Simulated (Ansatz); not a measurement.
# TaAl3: response to biaxial strain in the a-b plane

How does TaAl3 answer biaxial strain in the a-b plane between -4.5 and +4.5 %? At each strain the length and tilt of c and the atoms relax, within the symmetry that is left.

Program: Ansatz 0.2.0. Level of theory: DFT r2SCAN, scalar-relativistic, plane waves, PAW. These are calculated values, not measurements.

2 further runs of the same task are left out: 2 set aside as unsound or not needed.

## (1) The starting structure

It takes space group I4/mmm (No. 139, tetragonal). Conventional cell: a = 3.836 Å, b = 3.836 Å, c = 8.504 Å, α = 90.00°, β = 90.00°, γ = 90.00°. Ta (site symmetry 4/mmm) is surrounded by 12 Al at 2.71 to 2.86 Å. Al (site symmetry 4/mmm) is surrounded by 4 Ta at 2.71 Å and 8 Al at 2.86 Å. Al (site symmetry -4m2) has 8 Al at 2.71 to 2.86 Å and 4 Ta at 2.86 Å as nearest neighbours.

As a file:

```
CELL_PARAMETERS angstrom
3.83604 0.00000 0.00000
0.00000 3.83604 0.00000
0.00000 0.00000 8.50418
ATOMIC_POSITIONS crystal
Ta 0.50000 0.50000 0.00000
Ta 0.00000 0.00000 0.50000
Al 0.00000 0.00000 0.00000
Al 0.00000 0.50000 0.25000
Al 0.50000 0.00000 0.25000
Al 0.50000 0.50000 0.50000
Al 0.50000 0.00000 0.75000
Al 0.00000 0.50000 0.75000
```

## (2) Zero strain

Contents of input.yaml:

```yaml
crystal:
  lattice:
    - [3.8360379028, 0.0, 0.0]
    - [0.0, 3.8360379028, 0.0]
    - [0.0, 0.0, 8.5041775679]
  atoms:
    - { symbol: Ta, position: [0.5, 0.5, 0.0] }
    - { symbol: Ta, position: [0.0, 0.0, 0.5] }
    - { symbol: Al, position: [0.0, 0.0, 0.0] }
    - { symbol: Al, position: [0.0, 0.5, 0.25] }
    - { symbol: Al, position: [0.5, 0.0, 0.25] }
    - { symbol: Al, position: [0.5, 0.5, 0.5] }
    - { symbol: Al, position: [0.5, 0.0, 0.75] }
    - { symbol: Al, position: [0.0, 0.5, 0.75] }
basis:
  ecutwfc: 500
kpoints:
  mp_grid: { grid: [10, 10, 4] }
hamiltonian:
  xc: r2scan
scf:
  occupations: { method: gaussian, width: 0.1 }
output:
  forces: true
  stress: true
  eigenvalues: true
```

Launch:

```console
> ansatz run input.yaml --threads 1 --pin off --max-ram 2560MiB --backend cpu --events-out ev --progress --plain --runs-dir out
```

The session goes on with these runs: At -1.5 %; At +1.5 %; strain -3.0 %; At +3.0 %; At -4.5 %; strain +4.5 %.

Before running it: what results should come out? Wanted: (1/V) d²E/dε² at zero strain, cubic fit; strain of the free axis c per applied strain.

The runs gave:

| quantity | value |
| --- | --- |
| largest energy cost | 78.4 meV/atom at -4.5 % |
| (1/V) d²E/dε² at zero strain, cubic fit | 706 GPa |
| strain of the free axis c per applied strain | -0.39 |

The curvature of the energy, 706 GPa, is twice the biaxial modulus. Compression by 4.5 % costs 78.4 meV/atom and stretching 61.1. The free axis c moves against the applied strain (factor -0.39). Spin-orbit coupling is left out for Ta.
